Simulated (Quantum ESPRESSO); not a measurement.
Set up this calculation in Quantum ESPRESSO 7.5, as the native input.

```
Task                : single point
Functional          : PBE
Potentials or basis : SSSP 1.3 efficiency PBE
Cutoff              : 816 eV
Density cutoff      : 6531 eV
k mesh              : 8 × 8 × 8
Occupations         : fermi-dirac, width 0.05 eV
Spin                : no spin polarisation
Mixing beta         : 0.5
Most SCF iterations : 120
SCF threshold       : 6e-10 Ry
```

Crystal: Cs2H.

```
CELL_PARAMETERS angstrom
2.01223 1.16176 6.59268
-2.01223 1.16176 6.59268
0.00000 -2.32352 6.59268
ATOMIC_POSITIONS crystal
Cs 0.74727 0.74727 0.74727
Cs 0.25273 0.25273 0.25273
H 0.50000 0.50000 0.50000
```

The cell was built by a generator and needn't be a form met in nature.

One way to write it, as run:

pw.in

```
&CONTROL
  calculation = 'scf'
  prefix = 'pwscf'
  outdir = './tmp'
  pseudo_dir = './pseudo'
  tprnfor = .true.
  tstress = .true.
  disk_io = 'low'
/
&SYSTEM
  ibrav = 0
  nat = 3
  ntyp = 2
  ecutwfc = 60
  ecutrho = 480
  nbnd = 16
  occupations = 'smearing'
  smearing = 'fd'
  degauss = 0.00367493
/
&ELECTRONS
  conv_thr = 6d-10
  electron_maxstep = 120
  mixing_beta = 0.5
/
ATOMIC_SPECIES
Cs   132.9055 Cs_pbe_v1.uspp.F.UPF
H      1.0080 H.pbe-rrkjus_psl.1.0.0.UPF
CELL_PARAMETERS angstrom
   2.0122267600    1.1617596600    6.5926797000
  -2.0122267600    1.1617596600    6.5926797000
   0.0000000000   -2.3235193200    6.5926797000
ATOMIC_POSITIONS crystal
Cs     0.7472690300    0.7472690300    0.7472690300
Cs     0.2527309700    0.2527309700    0.2527309700
H      0.5000000000    0.5000000000    0.5000000000
K_POINTS automatic
8 8 8 0 0 0
```

pp_density.in

```
&INPUTPP
  prefix = 'pwscf'
  outdir = './tmp'
  filplot = 'density.dat'
  plot_num = 0
/
&PLOT
  nfile = 1
  filepp(1) = 'density.dat'
  iflag = 3
  output_format = 6
  fileout = 'density.cube'
/
```

pp_potential.in

```
&INPUTPP
  prefix = 'pwscf'
  outdir = './tmp'
  filplot = 'potential.dat'
  plot_num = 11
/
&PLOT
  nfile = 1
  filepp(1) = 'potential.dat'
  iflag = 3
  output_format = 6
  fileout = 'potential.cube'
/
```

Potentials or basis: SSSP 1.3 efficiency PBE.

Command:

```bash
$ OMP_NUM_THREADS=1 pw.x -in pw.in > pw.out
$ OMP_NUM_THREADS=1 pp.x -in pp_density.in > pp_density.out
$ OMP_NUM_THREADS=1 pp.x -in pp_potential.in > pp_potential.out
```

Results of the run:

* Pressure: 5.7 GPa
* Largest force: 0.413 eV/Å
* Band gap on the k mesh: none (metal or under the smearing width)

Run time: 2.9 min on 1 thread of Intel(R) Xeon(R) Platinum 8488C (Sapphire Rapids), on a shared host, peak memory 0.53 GiB.
